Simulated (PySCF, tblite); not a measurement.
**C4H8N2SSi: geometry, infrared bands and NMR shifts**

Wanted: the infrared bands and NMR shifts of C4H8N2SSi (`CSc1cncn1[SiH3]`), by calculation.

Programs: tblite 0.8.0 and PySCF 2.14.0, with density-fitted response routines of our own. Each step states its level of theory. These are calculated values for one molecule in the gas phase, unless marked as measured. Atoms are numbered from 0 throughout.

**1. The molecule as given**

16 atoms, charge 0, multiplicity 1; geometry from: force field or distance geometry start.

Bonds of the start (Å): C0–S1 1.80, S1–C2 1.75, C2–C3 1.38, C3–N4 1.37, N4–C5 1.31, C5–N6 1.36, N6–Si7 1.76, N6–C2 1.37, C0–H8 1.09, C0–H9 1.09, C0–H10 1.10, C3–H11 1.09, C5–H12 1.09, Si7–H13 1.48, Si7–H14 1.48, Si7–H15 1.48.

**2. Relaxing the molecule with GFN2-xTB**

What the job is given:

```
{"job": {"kind": "relax", "xc": "GFN2-xTB", "basis": "xTB"}, "charge": 0, "multiplicity": 1}
C     -2.911900    -0.335800    -0.171500
S     -1.554200     0.605000     0.533200
C     -0.145300    -0.182600    -0.138900
C     -0.029100    -1.234400    -1.022700
N      1.289000    -1.515000    -1.274700
C      1.965700    -0.630500    -0.587600
N      1.142300     0.200500     0.115600
Si     1.764500     1.484800     1.148800
H     -2.909500    -0.258800    -1.260200
H     -2.870000    -1.386100     0.126800
H     -3.867200     0.076400     0.196400
H     -0.815900    -1.836100    -1.467300
H      3.048000    -0.559900    -0.557000
H      1.357800     1.270900     2.558200
H      3.243700     1.498500     1.102200
H      1.284500     2.812000     0.687300
```

Launch:

```bash
> OMP_NUM_THREADS=1 python probes_run.py task.json out
```

One launch serves the whole session: the jobs run in the order shown.

**Question.** This job is followed by: GFN2-xTB harmonic vibrations, gas phase; GIAO PBE0/pcSseg-1 NMR shielding, non-relativistic, gas phase. Predict these results of the whole session: strongest single infrared mode (GFN2-xTB); zero-point energy (GFN2-xTB); 13C shifts against TMS (PBE0/pcSseg-1); 1H shifts against TMS (PBE0/pcSseg-1, means over atoms taken as alike); 33S shifts against CS2 (PBE0/pcSseg-1); 15N shifts against NH3 (PBE0/pcSseg-1); 29Si shifts against TMS (PBE0/pcSseg-1); surface potential, 1st and 99th percentile.

**Answer**, as computed:

```
                                                              quantity                          value
                             strongest single infrared mode (GFN2-xTB)           790 cm⁻¹, 377 km/mol
                                          zero-point energy (GFN2-xTB)                  69.9 kcal/mol
                                13C shifts against TMS (PBE0/pcSseg-1)  143.5, 135.3, 130.2, 20.0 ppm
1H shifts against TMS (PBE0/pcSseg-1, means over atoms taken as alike)     7.24, 6.85, 5.00, 2.60 ppm
                                33S shifts against CS2 (PBE0/pcSseg-1)                        -30 ppm
                                15N shifts against NH3 (PBE0/pcSseg-1)               312.2, 173.8 ppm
                               29Si shifts against TMS (PBE0/pcSseg-1)                      -58.2 ppm
                                 surface potential, 1st and 99th percentile             -2.05 V and 1.74 V
```

**Reading.** The optimisation took 48 steps and gained 0.170 eV; among the close pairs (by a distance rule), Si7–H15 changed most, from 1.485 to 1.460 Å. All 42 modes are real, so the xTB geometry is a minimum. GFN2-xTB is a fitted tight-binding method: band positions and strengths are rough. Its intensities can rank the bands wrongly. At PBE0/pcSseg-1: The largest span, 512 ppm, is at N4, where the paramagnetic term is -378 ppm. NICS(1)zz of -28 ppm above the planar ring from C2 marks a diatropic (aromatic) ring current.
